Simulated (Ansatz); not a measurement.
# C3H6AlCl: the cost of one run

The runs use Ansatz 0.2.0, Gaussian basis; the settings change from run to run.

## (1) The relaxed structure

The geometry comes from an earlier relaxation with PBE0-D4 in a triple-zeta def2 set; it is a stationary point, not always the lowest conformer.

11 atoms, charge 0, spin multiplicity 1.

Atoms are counted from 1 here; the program's logs count them from 0.

Bond lengths: C1–C2 1.355 Å, C1–H6 1.082 Å, C1–H7 1.087 Å, C2–C3 1.466 Å, C2–H8 1.089 Å, C3–Al4 1.986 Å, C3–H9 1.084 Å, C3–H10 1.090 Å, Al4–Cl5 2.114 Å, Al4–H11 1.571 Å. Angles: C2–C1–H6 120.8°, C2–C1–H7 121.8°, H6–C1–H7 117.1°, C1–C2–C3 125.2°, C1–C2–H8 116.8°, C3–C2–H8 116.4°, C2–C3–Al4 79.4°, C2–C3–H9 115.3°, C2–C3–H10 115.1°, Al4–C3–H9 123.5°, Al4–C3–H10 106.7°, H9–C3–H10 112.9°, C3–Al4–Cl5 115.2°, C3–Al4–H11 124.7°, Cl5–Al4–H11 119.4°.

## (2) BLYP/6-31++G**

Options: a point charge of 2.00 e beside it, D4 dispersion.

in.yaml reads:

```yaml
crystal:
  periodic: [false, false, false]
  atoms:
    - {symbol: C, position_ang: [-1.025803, 0.317945, 0.948712]}
    - {symbol: C, position_ang: [0.092709, -0.442303, 0.867524]}
    - {symbol: C, position_ang: [1.302526, -0.086598, 0.120816]}
    - {symbol: Al, position_ang: [-0.034647, -0.126419, -1.346657]}
    - {symbol: Cl, position_ang: [-0.463562, 1.748328, -2.224669]}
    - {symbol: H, position_ang: [-1.935645, -0.079184, 1.378810]}
    - {symbol: H, position_ang: [-1.022712, 1.371415, 0.682330]}
    - {symbol: H, position_ang: [0.003394, -1.482767, 1.177166]}
    - {symbol: H, position_ang: [2.121194, -0.791788, 0.202368]}
    - {symbol: H, position_ang: [1.622737, 0.950124, 0.225328]}
    - {symbol: H, position_ang: [-0.594691, -1.435654, -2.011128]}
basis:
  gaussian: {orbitals: "6-31++G**", point_charges: [{charge: 2.00, position_ang: [5.373, -0.564, 0.446]}]}
hamiltonian: {xc: {name: BLYP}, dispersion: d4}
output: {forces: true}
```

The run is started by

```sh
ansatz run in.yaml --threads 4 --pin off --events-out ev --progress --plain --max-ram 10444MiB
```

**Question.** How long does this run take on 4 threads of AMD EPYC 7B13, shared host, and how much memory does it need?

About 3.8 s, with a peak of 0.35 GiB.
